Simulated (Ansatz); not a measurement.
# Ni (Ni (11-20), 2 layers): a single-point run

Wanted: a converged single-point run for Ni (Ni (11-20), 2 layers), and a check of what comes out. The structure is shown as the input types it.

Computed with Ansatz 0.2.0 (DFT, PBEsol, PAW with Ansatz's default frozen-core files, scalar-relativistic, unless a step's input says otherwise).

1 further run of the same task is left out (it didn't finish). Runs told in other sessions of the task aren't counted.

**1. Starting point**

The structure is orthorhombic, space group Pbcm (No. 57). The conventional cell has a = 17.223 Å, b = 4.237 Å, c = 4.019 Å, α = 90.00°, β = 90.00°, γ = 90.00°. Ni (site symmetry m) is surrounded by 6 Ni at 2.27 to 2.36 Å.

Coordinates:

```
CELL_PARAMETERS angstrom
4.23685 0.00000 0.00000
0.00000 4.01857 0.00000
0.00000 0.00000 17.22310
ATOMIC_POSITIONS crystal
Ni 0.10363 0.75000 0.47638
Ni 0.39637 0.25000 0.47638
Ni 0.60363 0.75000 0.52362
Ni 0.89637 0.25000 0.52362
```

**2. Input and run**

Contents of input.yaml:

```yaml
crystal:
  lattice:
    - [4.2368467844, 0.0, 0.0]
    - [0.0, 4.0185732436, 0.0]
    - [0.0, 0.0, 17.2231]
  atoms:
    - { symbol: Ni, position: [0.1036279752, 0.75, 0.4763781955], spin: 1.0 }
    - { symbol: Ni, position: [0.3963720248, 0.25, 0.4763781955], spin: 1.0 }
    - { symbol: Ni, position: [0.6036274253, 0.75, 0.5236218045], spin: 1.0 }
    - { symbol: Ni, position: [0.8963725747, 0.25, 0.5236218045], spin: 1.0 }
  periodic: [true, true, false]
magnetization:
  spin_polarized: true
kpoints:
  mp_grid: { grid: [10, 10, 1] }
scf:
  occupations: { method: fermi_dirac, width: 0.05 }
  max_iter: 80
hamiltonian:
  xc: pbesol
  pseudopotentials: { kind: paw }
output:
  forces: true
  stress: true
  eigenvalues: true
total_charge: 4
```

The run is started by

```
> ansatz run input.yaml --threads 2 --pin off --max-ram 6144MiB --backend cpu --events-out ev --progress --plain --runs-dir out
```

**Question.** How will this run end, and is anything wrong with its input?

This run ends as converged, with warnings (slab cell height set, structure snapped to symmetry). It gives a largest force of 9.8 eV/Å, which is large; a structure far from rest gives such values too, whatever the setting.

Look at the input: total_charge is 4. The typed charge changes the electron count, so this is no longer the system that was meant.

Run again and compare: delete total_charge (the default then holds).
